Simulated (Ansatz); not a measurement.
# BiBr₃: small, medium and large basis sets

One table from this session's results is given with a row withheld; the runs are named, their logs left out.

Computed with Ansatz 0.2.0, Gaussian basis. Level: one geometry, several basis sets.

The runs, in order: PBE0-D4/def2-SVP; ωB97M-V/def2-SVP; PBE0-D4/def2-QZVPP; ωB97M-V/def2-QZVPP; the functionals' def2-TZVPP values are taken from earlier runs.

## Structure used throughout

The geometry comes from an earlier relaxation with PBE0-D4 in a triple-zeta def2 set; it is a stationary point. Bi takes the def2 core potential; no spin-orbit term is included.

SMILES `[Br][Bi]([Br])[Br]`, 4 atoms, charge 0, spin multiplicity 1.

Atoms are counted from 1 here; the program's logs count them from 0.

Bond lengths: Br1–Bi2 2.582 Å, Bi2–Br3 2.582 Å, Bi2–Br4 2.582 Å. Angles: Br1–Bi2–Br3 98.9°, Br1–Bi2–Br4 98.9°, Br3–Bi2–Br4 98.9°.

Geometry (Å):

```mol
BiBr3
  3D, bonds by distance, orders not assigned

  4  3  0  0  0  0  0  0  0  0999 V2000
    0.3095    0.7071    2.1524 Br  0  0
   -0.8557   -0.3468    0.1033 Bi  0  0
    1.0369   -1.9267   -0.6639 Br  0  0
   -0.4906    1.5664   -1.5918 Br  0  0
  1  2  8  0
  2  3  8  0
  2  4  8  0
M  END
```

Set-up of the first run:

in.yaml reads:

```yaml
crystal:
  periodic: [false, false, false]
  atoms:
    - {symbol: Br, position_ang: [0.309492, 0.707060, 2.152363]}
    - {symbol: Bi, position_ang: [-0.855725, -0.346750, 0.103315]}
    - {symbol: Br, position_ang: [1.036881, -1.926708, -0.663916]}
    - {symbol: Br, position_ang: [-0.490648, 1.566408, -1.591772]}
basis:
  gaussian: {orbitals: def2-SVP}
hamiltonian: {xc: pbe0, dispersion: d4}
output: {orbitals: {seedname: orbitals}}
```

The run is started by

```sh
$ ansatz run in.yaml --threads 2 --pin off --events-out ev --progress --plain --max-ram 22528MiB --backend cpu
```

Among the steps run: PBE0-D4 in def2-SVP; ωB97M-V in def2-SVP; PBE0-D4 in def2-QZVPP; ωB97M-V in def2-QZVPP.

One table of the session follows, with a row left open; its other results are not shown here.

It belongs to the step «Density functionals: the series». 

| functional | basis | HOMO (eV) | LUMO (eV) |
| --- | --- | --- | --- |
| PBE0-D4 | def2-SVP | ? | ? |
| PBE0-D4 | def2-TZVPP | -8.28 | -2.60 |
| PBE0-D4 | def2-QZVPP | -8.29 | -2.65 |
| ωB97M-V | def2-SVP | -10.11 | -0.70 |
| ωB97M-V | def2-TZVPP | -10.26 | -0.85 |
| ωB97M-V | def2-QZVPP | -10.28 | -0.95 |

Estimate the missing values for PBE0-D4, def2-SVP.

As computed: HOMO (eV): -8.17; LUMO (eV): -2.54. In the column «HOMO (eV)» it is the highest.
